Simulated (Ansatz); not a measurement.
The input (input.yaml):

```yaml
crystal:
  lattice:
    - [6.646714, 0.0, 0.0]
    - [0.0, 6.646714, 0.0]
    - [0.0, 0.0, 4.17298]
  atoms:
    - { symbol: Li, position: [0.8990771, 0.3159027, 0.4988887] }
    - { symbol: Li, position: [0.3159027, 0.1009229, 0.4988887] }
    - { symbol: Li, position: [0.1840973, 0.3990771, 0.9988887] }
    - { symbol: Li, position: [0.6009229, 0.1840973, 0.9988887] }
    - { symbol: W, position: [0.0, 0.0, 0.9601002] }
    - { symbol: O, position: [0.4113882, 0.7747099, 0.5095093] }
    - { symbol: O, position: [0.2747099, 0.0886118, 0.0095093] }
    - { symbol: O, position: [0.2252901, 0.4113882, 0.5095093] }
    - { symbol: O, position: [0.0886118, 0.7252901, 0.0095093] }
    - { symbol: O, position: [0.0, 0.0, 0.5088892] }
    - { symbol: Li, position: [0.3990771, 0.8159027, 0.9988887] }
    - { symbol: Li, position: [0.8159027, 0.6009229, 0.9988887] }
    - { symbol: Li, position: [0.6840973, 0.8990771, 0.4988887] }
    - { symbol: Li, position: [0.1009229, 0.6840973, 0.4988887] }
    - { symbol: W, position: [0.5, 0.5, 0.4601002] }
    - { symbol: O, position: [0.9113882, 0.2747099, 0.0095093] }
    - { symbol: O, position: [0.7747099, 0.5886118, 0.5095093] }
    - { symbol: O, position: [0.7252901, 0.9113882, 0.0095093] }
    - { symbol: O, position: [0.5886118, 0.2252901, 0.5095093] }
    - { symbol: O, position: [0.5, 0.5, 0.0088892] }
basis:
  ecutwfc: 420.0
kpoints:
  mp_grid: { grid: [2, 2, 3] }
hamiltonian:
  xc: pbesol
scf:
  occupations: { method: fermi_dirac, width: 0.17 }
  lower_state_search: "off"
md:
  timestep: 1
  n_steps: 130
  ensemble: nvt_langevin
  temperature: 2000.0
  initial_velocities: maxwell_boltzmann
  seed: 370443
  friction: 0.05
```

Run as:

```bash
$ ansatz run input.yaml --threads 1 --pin off --max-ram 3072MiB --backend cpu --events-out ev --progress --plain --runs-dir out
```

Hardware: 1 thread of Arm Neoverse V2, on a shared host.

Question: Roughly how long does this run take, and how much memory?

Answer: 15 min, with a peak of 0.48 GiB, for 131 ionic steps.
